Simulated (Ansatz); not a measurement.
This script drives Ansatz's Python interface.

`ch7bsesi_opt.py`:
```python
import ansatz as az
import numpy as np

SETTINGS = {
    "basis": "def2-SVP",
    "functional": "r2SCAN",
}

GEOMETRY = """
B    -1.11380    1.51430   -0.17790
Si    0.09400    0.11850   -0.51690
C     0.74070   -0.49860    1.09530
Se   -0.88800   -1.57240   -1.60070
H    -1.70250    2.07790   -1.11510
H    -1.39060    1.92010    0.91520
H     1.23040    0.61980   -1.34420
H     1.32810    0.34530    1.63000
H    -0.05620   -0.85960    1.77910
H     1.49540   -1.32120    0.94220
H     0.32790   -2.40110   -1.58640
"""

geometry = az.Crystal.molecule()
for line in GEOMETRY.strip().splitlines():
    symbol, *xyz = line.split()
    geometry = geometry.atom(symbol, [float(v) for v in xyz])

calc = geometry.calculation()
calc = calc.basis(gaussian=SETTINGS["basis"])
calc = calc.functional(SETTINGS["functional"])
symbols = [site.symbol for site in geometry.cartesian_sites]
start = np.array([site.position_ang for site in geometry.cartesian_sites], dtype=float)
def progress(event):
    if event["event"] == "relax_step":
        row = event["data"]
        print(f"step {row['step']:3d}  E = {row['lagrangian_ev']:.6f} eV  largest force component {row['allowed_force_max_ev_ang']:.4f} eV/A")


report = calc.relax(force_tolerance=0.005, max_steps=100).session().plan().execute(on_event=progress).report
end = np.array(report["positions_ang"])

print("reference energy %16.6f eV" % report["reference_energy_ev"])
print("total energy     %16.6f eV" % report["free_energy_ev"])
print("occupied orbitals outside the frozen core (up, down):", report["n_occupied"], " frozen:", report["n_frozen"], " virtual:", report["n_virtual"])

print("final positions (A) and the move of each atom")
for symbol, xyz, old in zip(symbols, end, start):
    print(f"{symbol:2s} {xyz[0]:10.5f} {xyz[1]:10.5f} {xyz[2]:10.5f}   {np.linalg.norm(xyz - old):7.4f}")
with open("ch7bsesi_opt.xyz", "w") as handle:
    handle.write(f"{len(symbols)}\nrelaxed CH7BSeSi\n")
    handle.writelines(f"{s:2s} {x:11.6f} {y:11.6f} {z:11.6f}\n" for s, (x, y, z) in zip(symbols, end))
```

It is started by `python ch7bsesi_opt.py`. How long does it take on 1 thread of Arm Neoverse V1, with other jobs on the host, and how much memory does it need?

It took about 4.7 min, with a peak of 0.25 GiB, for 1 run of the engine.

Output of `python ch7bsesi_opt.py`:
```text
step   1  E = -75040.273284 eV  largest force component 2.2199 eV/A
step   2  E = -75040.578763 eV  largest force component 0.9937 eV/A
step   3  E = -75040.620821 eV  largest force component 0.4036 eV/A
step   4  E = -75040.637394 eV  largest force component 0.0980 eV/A
step   5  E = -75040.646231 eV  largest force component 0.0541 eV/A
step   6  E = -75040.649812 eV  largest force component 0.0496 eV/A
step   7  E = -75040.648172 eV  largest force component 0.1809 eV/A
step   8  E = -75040.650983 eV  largest force component 0.0098 eV/A
step   9  E = -75040.651200 eV  largest force component 0.0086 eV/A
step  10  E = -75040.650987 eV  largest force component 0.0613 eV/A
step  11  E = -75040.651346 eV  largest force component 0.0079 eV/A
step  12  E = -75040.651792 eV  largest force component 0.0697 eV/A
step  13  E = -75040.652295 eV  largest force component 0.0892 eV/A
step  14  E = -75040.651896 eV  largest force component 0.3613 eV/A
step  15  E = -75040.654561 eV  largest force component 0.1216 eV/A
step  16  E = -75040.657934 eV  largest force component 0.1524 eV/A
step  17  E = -75040.662424 eV  largest force component 0.2638 eV/A
step  18  E = -75040.674950 eV  largest force component 0.2459 eV/A
step  19  E = -75040.692363 eV  largest force component 0.4246 eV/A
step  20  E = -75040.714511 eV  largest force component 0.7338 eV/A
step  21  E = -75040.764778 eV  largest force component 0.6798 eV/A
step  22  E = -75040.857997 eV  largest force component 0.4026 eV/A
step  23  E = -75040.958182 eV  largest force component 0.3641 eV/A
step  24  E = -75041.047964 eV  largest force component 0.3966 eV/A
step  25  E = -75041.085300 eV  largest force component 0.3328 eV/A
step  26  E = -75041.101214 eV  largest force component 0.1971 eV/A
step  27  E = -75041.102199 eV  largest force component 0.1060 eV/A
step  28  E = -75041.105381 eV  largest force component 0.0408 eV/A
step  29  E = -75041.104744 eV  largest force component 0.1130 eV/A
step  30  E = -75041.105799 eV  largest force component 0.0129 eV/A
step  31  E = -75041.105936 eV  largest force component 0.0125 eV/A
step  32  E = -75041.105984 eV  largest force component 0.0151 eV/A
step  33  E = -75041.106025 eV  largest force component 0.0071 eV/A
step  34  E = -75041.106033 eV  largest force component 0.0047 eV/A
reference energy    -75041.106043 eV
total energy        -75041.106043 eV
occupied orbitals outside the frozen core (up, down): [33, 33]  frozen: 0  virtual: [80, 80]
final positions (A) and the move of each atom
B    -1.32422    1.08183   -0.55038    0.6083
Si    0.52456    0.50686   -0.27409    0.6286
C     1.17085   -0.55130    1.13457    0.4351
Se   -0.91922   -0.79955   -1.70662    0.7807
H    -1.52610    1.91996   -1.39760    0.3686
H    -2.16444    0.83785    0.28245    1.4732
H     1.64188    0.94037   -1.16651    0.5510
H     1.74868    0.08471    1.82692    0.5325
H     0.34157   -0.99533    1.70645    0.4265
H     1.83805   -1.35336    0.78328    0.3791
H    -1.26620   -1.72905   -0.61788    1.9826
```

File `ch7bsesi_opt.xyz` afterwards:
```text
11
relaxed CH7BSeSi
B    -1.324216    1.081828   -0.550383
Si    0.524564    0.506858   -0.274091
C     1.170850   -0.551298    1.134575
Se   -0.919220   -0.799546   -1.706621
H    -1.526104    1.919961   -1.397596
H    -2.164443    0.837854    0.282450
H     1.641876    0.940372   -1.166507
H     1.748683    0.084711    1.826923
H     0.341566   -0.995328    1.706454
H     1.838045   -1.353361    0.783279
H    -1.266201   -1.729050   -0.617883
```

Reading the output:
- These settings explore the input space; basis and method may be short of convergence.
- The end point is the stationary point reached from this start; no frequency run checks that it is a minimum, and the basis set is modest.
- The bonding changed during the relaxation, so the end is another isomer than the start names.
